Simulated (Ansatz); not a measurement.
# MgTl: the cost of one run

Computed with Ansatz 0.2.0 (DFT LDA, scalar-relativistic, unless a step's input says otherwise).

**1. The starting structure**

The structure is cubic, space group Pm-3m (No. 221). The conventional cell has a = 3.635 Å, b = 3.635 Å, c = 3.635 Å, α = 90.00°, β = 90.00°, γ = 90.00°. Mg (site symmetry m-3m) is surrounded by 8 Tl at 3.15 Å. Around Tl (site symmetry m-3m) lie 8 Mg at 3.15 Å.

Coordinates:

```cif
data_structure
_symmetry_space_group_name_H-M 'Pm-3m'
_symmetry_Int_Tables_number 221
_cell_length_a 3.6350
_cell_length_b 3.6350
_cell_length_c 3.6350
_cell_angle_alpha 90.000
_cell_angle_beta 90.000
_cell_angle_gamma 90.000
_cell_volume 48.03
loop_
_atom_site_label
_atom_site_type_symbol
_atom_site_symmetry_multiplicity
_atom_site_Wyckoff_symbol
_atom_site_fract_x
_atom_site_fract_y
_atom_site_fract_z
_atom_site_occupancy
Mg1 Mg 1 a 0.00000 0.00000 0.00000 1
Tl1 Tl 1 b 0.50000 0.50000 0.50000 1
```

The file gives the conventional cell by its symmetry; the runs use the cell typed in the input.

Atoms are numbered in the order of the input: Mg1, Tl2.

**2. Volume × 0.96, LAPW**

input.yaml

```yaml
crystal:
  lattice:
    - [3.5858723561, 0.0, 0.0]
    - [0.0, 3.5858723561, 0.0]
    - [0.0, 0.0, 3.5858723561]
  atoms:
    - { symbol: Mg, position: [0.0, 0.0, 0.0] }
    - { symbol: Tl, position: [0.5, 0.5, 0.5] }
kpoints:
  mp_grid: { grid: [9, 9, 9] }
  band_path:
    path:
      - [0.0, 0.0, 0.0]
      - [0.0, 0.5, 0.0]
      - [0.5, 0.5, 0.0]
      - [0.0, 0.0, 0.0]
      - [0.5, 0.5, 0.5]
      - [0.0, 0.5, 0.0]
      - [0.5, 0.5, 0.5]
      - [0.5, 0.5, 0.0]
    npoints: 5
scf:
  occupations: { method: fermi_dirac, width: 0.05 }
hamiltonian:
  xc: lda
  pseudopotentials: { kind: all_electron, lapw: { basis_error: 0.0005 } }
output:
  forces: true
  stress: true
  eigenvalues: true
```

The run is started by

```console
> ansatz run input.yaml --threads 1 --pin off --max-ram 3072MiB --backend cpu --events-out ev --progress --plain --runs-dir out
```

**Question.** How long does this run take on 1 thread of Intel Xeon Platinum 8488C (Sapphire Rapids), shared host, and how much memory does it need?

About 12 s, with a peak of 0.34 GiB.
